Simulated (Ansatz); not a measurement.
# CsBa3: the cost of one run

Computed with Ansatz 0.2.0 through its Python package. The levels of theory stand in the script.

### 1 Starting point

It takes space group Fm-3m (No. 225, cubic). The conventional cell has a = 10.443 Å, b = 10.443 Å, c = 10.443 Å, α = 90.00°, β = 90.00°, γ = 90.00°.

The script holds or builds the structure itself.

### 2 Script

Input file run_xc.py:

```python
# -*- coding: utf-8 -*-
"""One structure of CsBa3 under several functionals."""

import warnings

import ansatz as az
import pandas as pd

params = {
    "filling": "Fermi-Dirac",
    "width_ev": 0.15,
}


def main():
    warnings.simplefilter("ignore", az.DeckWarning)

    lattice = az.Lattice.of(
        (0.0, 5.221284, 5.221284),
        (5.221284, 0.0, 5.221284),
        (5.221284, 5.221284, 0.0),
    )
    sites = [
        ("Cs", (0.0, 0.0, 0.0)),
        ("Ba", (0.25, 0.25, 0.25)),
        ("Ba", (0.75, 0.75, 0.75)),
        ("Ba", (0.5, 0.5, 0.5)),
    ]
    xtal = az.Crystal(lattice=lattice)
    for symbol, position in sites:
        xtal = xtal.atom(symbol, position)

    job = (
        xtal.calculation()
        .pseudopotentials("paw")
        .basis(37 * az.Ry)
        .kpoints(4)
        .occupations(params["filling"], width=params["width_ev"])
        .stress()
    )

    rows = []
    for value in ["pbesol", "revpbe", "blyp"]:
        rep = job.functional(value).run(threads=1).report
        rows.append((value, rep["free_energy_ev"] / len(rep["lattice"]["sites"]), rep["n_iterations"], sum(rep["stress_gpa"][i][i] for i in range(3)) / 3, rep["n_kpoints"]))

    table = pd.DataFrame(rows, columns=["functional", "F/atom (eV)", "iterations", "P (GPa)", "k-points"])
    print(table.round(5).to_string(index=False))


if __name__ == "__main__":
    main()
```

### 3 Running it

Launch:

```bash
python run_xc.py
```

What time and memory should one allow on 1 thread of Arm Neoverse V1, shared host?

About 26 s, with a peak of 0.7 GiB.
